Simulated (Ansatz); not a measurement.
# BrClH2Zn: the cost of one run

All numbers below are computed with Ansatz 0.2.0 (RKS PBE0-D4/def2-SVP).

### 1 The system as given

Bond lengths: Zn1–Br2 2.827 Å, Zn1–Cl3 2.108 Å. Angles: Br2–Zn1–Cl3 158.7°.

Structure file:

```xyz
5

Zn   -0.7434   -0.3537    0.2640
Br    1.3183   -0.8435   -1.6073
Cl   -2.6693   -0.3958    1.1194
H     1.3256    0.6240   -0.2502
H     0.7688    0.9690    0.4741
```

### 2 Pulling towards end A

Springs on the bonds that form and break draw the guess towards this end; the thresholds are loose.

The input, input.yaml:

```yaml
crystal:
  periodic: [false, false, false]
  atoms:
    - { symbol: Zn, position_ang: [-0.7434, -0.3537, 0.264] }
    - { symbol: Br, position_ang: [1.3183, -0.8435, -1.6073] }
    - { symbol: Cl, position_ang: [-2.6693, -0.3958, 1.1194] }
    - { symbol: H, position_ang: [1.3256, 0.624, -0.2502] }
    - { symbol: H, position_ang: [0.7688, 0.969, 0.4741] }
basis:
  gaussian: { orbitals: def2-SVP }
hamiltonian:
  xc: pbe0
  dispersion: d4
relax:
  f_tol: 0.15
  max_steps: 25
  restrain:
    - { distance: [0, 4], at: 2.83, k: 30.0 }
    - { distance: [3, 1], at: 2.81, k: 30.0 }
    - { distance: [0, 1], at: 2.42, k: 30.0 }
    - { distance: [3, 4], at: 0.62, k: 30.0 }
```

Run with:

```
$ ansatz run input.yaml --threads 2 --pin off --max-ram 3072MiB --backend cpu --events-out ev --progress --plain --runs-dir out
```

What time and memory should one allow on 2 threads of Arm Neoverse V2, shared host?

About 14 s, with a peak of 0.21 GiB.
